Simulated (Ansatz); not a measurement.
Run this with Ansatz 0.2.0, Python API and show what comes out.

`fdcheck_li3al2.py`
```python
import ansatz as az
import numpy as np

vectors0 = np.array([
    [2.1939, 1.33257, 4.89512],
    [-2.13003, 1.26406, 4.88366],
    [-0.0274, -2.57044, 4.88227],
])
sites = [
    ("Li", (0.59452, 0.60051, 0.59415)),
    ("Li", (0.39844, 0.41235, 0.40039)),
    ("Li", (2e-05, 0.00144, 0.99668)),
    ("Al", (0.1912, 0.19249, 0.20648)),
    ("Al", (0.80319, 0.80068, 0.80743)),
]


def on_lattice(cell):
    crystal = az.Crystal(lattice=az.Lattice.of(cell))
    for symbol, position in sites:
        crystal = crystal.atom(symbol, position)
    return crystal

def solve(crystal):
    return (
        crystal.calculation()
        .functional("r2scan")
        .occupations("methfessel_paxton", width=0.15)
        .basis(650, xc_grid=2)
        .kpoints(4, 5, 4)
        .scf(tolerance=1e-09)
        .forces()
        .stress()
        .run(threads=1)
    ).report


centre = solve(on_lattice(vectors0))
start = on_lattice(vectors0)
print(f"force on atom 1 along y: analytic {centre['forces_ev_ang'][1][1]:.4f} eV/A")
for h in (0.005, 0.02):
    shift = np.eye(3)[1] * h @ np.linalg.inv(vectors0)
    plus, minus = (solve(start.move(1, to=np.array(sites[1][1]) + sign * shift))["lagrangian_ev"] for sign in (1, -1))
    print(f"  step {h} A: numerical {-(plus - minus) / (2 * h):.4f} eV/A")
volume = abs(np.linalg.det(vectors0))
larger, smaller = (solve(on_lattice(vectors0 * (1 + sign * 0.005) ** (1 / 3)))["lagrangian_ev"] for sign in (1, -1))
numerical = -(larger - smaller) / (0.01 * volume) * 160.21766
print(f"pressure: analytic {np.trace(centre['stress_gpa']) / 3:.3f}, numerical {numerical:.3f} GPa")
```

```console
$ python fdcheck_li3al2.py
DeckWarning: output.stress: scf.convergence.dr2_threshold = 1e-9 eV is looser than the 5e-10 eV advised for a printed stress (1e-10 eV for each atom of the cell: 5). What an SCF threshold leaves in a stress goes as its square root, and in the free energy as [...]
force on atom 1 along y: analytic -0.0347 eV/A
  step 0.005 A: numerical -0.0348 eV/A
  step 0.02 A: numerical -0.0349 eV/A
pressure: analytic 0.008, numerical 0.009 GPa
```
(Warnings from the package without file and line, shortened.)

The mesh is modest for a metal, so energies can be off by several to tens of meV an atom and pressures by half a GPa or more; differences at equal mesh fare better. Pressure is positive in compression. The cell is a database structure, distorted on purpose. The central difference errs as the square of the step, so the shorter step is the fairer test; what remains comes from the finite grid and the SCF threshold. Run time: 90 s on 1 thread of Arm Neoverse V2, on a shared host, peak memory 0.5 GiB.
